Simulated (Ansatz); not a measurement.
What does this script print? It uses the Ansatz DFT code, driven from Python.

The script, `spin_ch2fnssi.py`:
```python
import ansatz as az
from ase import Atoms

atoms = Atoms(['F', 'Si', 'N', 'C', 'S', 'H', 'H'], positions=[
    [-2.3233, 0.2716, 0.1569],
    [-0.9135, 0.3559, 0.7917],
    [0.1966, 0.7912, -0.6762],
    [0.4303, -0.3357, -0.122],
    [1.3769, -1.6289, -0.4412],
    [-0.7222, 1.5264, 1.7109],
    [2.0166, -1.0486, -1.4657],
])
mol = az.Crystal.molecule_from_ase(atoms)

model = (
    mol.calculation()
    .basis(gaussian='def2-SVP')
    .functional('pbe0', dispersion='d3bj')
)
found = {}
for unpaired in [0, 2, 4]:
    data = model.spin('collinear', total=unpaired).run(threads=1).report
    s = unpaired / 2
    found[unpaired] = data['free_energy_ev']
    print(f'2S+1 = {unpaired + 1}: E = {found[unpaired]:.5f} eV, <S^2> = {abs(data["mean_field"]["state"]["spin_squared"]):.3f} (pure state {s * (s + 1):.2f})')
lowest = min(found, key=found.get)
for unpaired, e in found.items():
    print(f'multiplicity {unpaired + 1}: {(e - found[lowest]):.3f} eV above the lowest')
```

```console
$ python spin_ch2fnssi.py
2S+1 = 1: E = -23966.22025 eV, <S^2> = 0.000 (pure state 0.00)
2S+1 = 3: E = -23963.19893 eV, <S^2> = 2.007 (pure state 2.00)
2S+1 = 5: E = -23959.07264 eV, <S^2> = 6.012 (pure state 6.00)
multiplicity 1: 0.000 eV above the lowest
multiplicity 3: 3.021 eV above the lowest
multiplicity 5: 7.148 eV above the lowest
```

In order: multiplicity 1 (+0.00 eV), multiplicity 3 (+3.02 eV) and multiplicity 5 (+7.15 eV), all at the one geometry.

Total energies depend on the basis set; only differences at equal settings carry meaning. The geometry is a force-field or estimated start, not a minimum of this method, and the basis set is short of its limit. All parts are taken at fixed geometry, without zero-point energy. It ran for 21 s on 1 thread of Arm Neoverse V1 (shared host), peak memory 0.32 GiB.
